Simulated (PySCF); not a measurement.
# ClH2NZn: the cost of one run

Programs: PySCF 2.14.0. All values are calculated, for the isolated system unless a continuum is named. Atoms count from 0, parts from 1.

## (1) The system as given

Each species was relaxed by itself at PBE0-D3(BJ)/def2-SVPD.

## (2) Energies of the species: wB97M-D3(BJ)/def2-TZVPD

Job settings and geometry (Å):

```
{"job": {"kind": "react", "xc": "wB97M-D3(BJ)", "basis": "def2-TZVPD"}, "charge": 0, "multiplicity": 1}
-1 ClH2NZn charge 0 multiplicity 1
N      0.234210     0.885670    -0.002690
Zn    -0.215290    -0.855780    -0.004450
Cl    -0.734280    -2.909710    -0.013380
H     -0.082150     1.554240    -0.690190
H      0.797510     1.325560     0.710700

-1 H2O charge 0 multiplicity 1
O     -0.002190     0.388930    -0.019000
H     -0.761780    -0.198700     0.010820
H      0.764000    -0.190200     0.008160

+1 ClHOZn charge 0 multiplicity 1
O      1.005410     0.773350     0.341970
Zn    -0.210650    -0.357900    -0.283940
Cl    -1.547280    -1.754950    -1.133700
H      0.752520     1.339500     1.075680

+1 H3N charge 0 multiplicity 1
N      0.002380     0.003490     0.284500
H     -0.511240    -0.791230    -0.084950
H     -0.425590     0.840700    -0.099930
H      0.944920    -0.049420    -0.090610
```

With the program's defaults for keys left out, this is: wB97M-D3(BJ)/def2-TZVPD reaction energy of separated species, gas phase.

On the command line:

```
> OMP_NUM_THREADS=1 python cluster_run.py task.json out
```

This one command runs all jobs of the session in turn.

**Question.** How long does this first job take on 1 thread of Arm Neoverse V2, shared host, and how much memory does it need?

About 14 s, with a peak of 0.54 GiB.
